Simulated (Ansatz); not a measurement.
# GaC₂ (quartet): the correlation ladder, cc-pVDZ

How much of the correlation energy of GaC₂ (quartet) does each wave-function method recover here?

Method: cc-pVDZ, core rule «outside noble gas», up to 16 orbitals frozen; program: Ansatz 0.2.0, Gaussian basis.

Plan: UHF; CCSD(T) on ROHF; CCSD(T) on UHF; BCCD(T) on ROHF; CISD; CCSDT(Q) on ROHF; CCSDT(Q) on UHF.

27 further runs of the same task are left out: 2 for a known fault of the program, 7 that didn't finish, 18 set aside as unsound or not needed.

## Step 1: What is computed

The geometry is a PBE0/def2-TZVP stationary point (not a proven minimum) of the parent state, kept for this charge and spin. No spin-orbit coupling is included. The filled d shell of Ga may be among the frozen orbitals whatever the setting's name suggests; the logs give the count.

3 atoms, charge 0, spin multiplicity 4.

Atoms are counted from 1 here; the program's logs count them from 0.

Bond lengths: C1–C3 1.237 Å, Ga2–C3 1.967 Å. Angles: C1–C3–Ga2 180.0°.

## Step 2: UHF

Input file in.yaml:

```yaml
crystal:
  periodic: [false, false, false]
  atoms:
    - {symbol: C, position_ang: [0.000000, 0.000000, 1.480033]}
    - {symbol: Ga, position_ang: [0.000000, 0.000000, -1.723467]}
    - {symbol: C, position_ang: [0.000000, 0.000000, 0.243433]}
basis:
  gaussian: {orbitals: cc-pVDZ}
magnetization: {spin_polarized: true, initial_magnetization: 3}
hamiltonian: {xc: hf}
output: {orbitals: {seedname: orbitals}}
```

Started as:

```console
ansatz run in.yaml --threads 1 --pin off --events-out ev --progress --plain --max-ram 2393MiB
```

After this run come: CCSD(T) on ROHF; CCSD(T) on UHF; BCCD(T) on ROHF; CISD; CCSDT(Q) on ROHF; CCSDT(Q) on UHF.

Q: Predict the results of all the runs planned. Wanted: RCCSDT(Q) below the RHF energy; RMP2 from RCCSDT(Q); UMP2 from RCCSDT(Q); RCCSD from RCCSDT(Q); RCCSD(T) from RCCSDT(Q); UCCSD(T) from RCCSDT(Q); UCCSDT(Q) from RCCSDT(Q); T1 diagnostic.

**Answer**, as computed:

```
                         quantity                      value
   RCCSDT(Q) below the RHF energy                 -7.6538 eV
              RMP2 from RCCSDT(Q)               +94.1 kJ/mol
              UMP2 from RCCSDT(Q)              +148.2 kJ/mol
             RCCSD from RCCSDT(Q)               +44.0 kJ/mol
          RCCSD(T) from RCCSDT(Q)                +6.9 kJ/mol
          UCCSD(T) from RCCSDT(Q)                +8.5 kJ/mol
         UCCSDT(Q) from RCCSDT(Q)                -1.3 kJ/mol
levels within 1 kcal/mol (43 meV)  RCCSDT, UCCSDT, UCCSDT(Q)
                    T1 diagnostic                      0.034
```

**Reading.** RCCSD(T) misses by +6.9 kJ/mol, 0.9 % of the correlation energy. Coupled cluster took another determinant than the lowest Hartree-Fock one. These misses are within one basis, not against nature; the frozen cores of restricted and unrestricted runs differ, which can shift their rows.
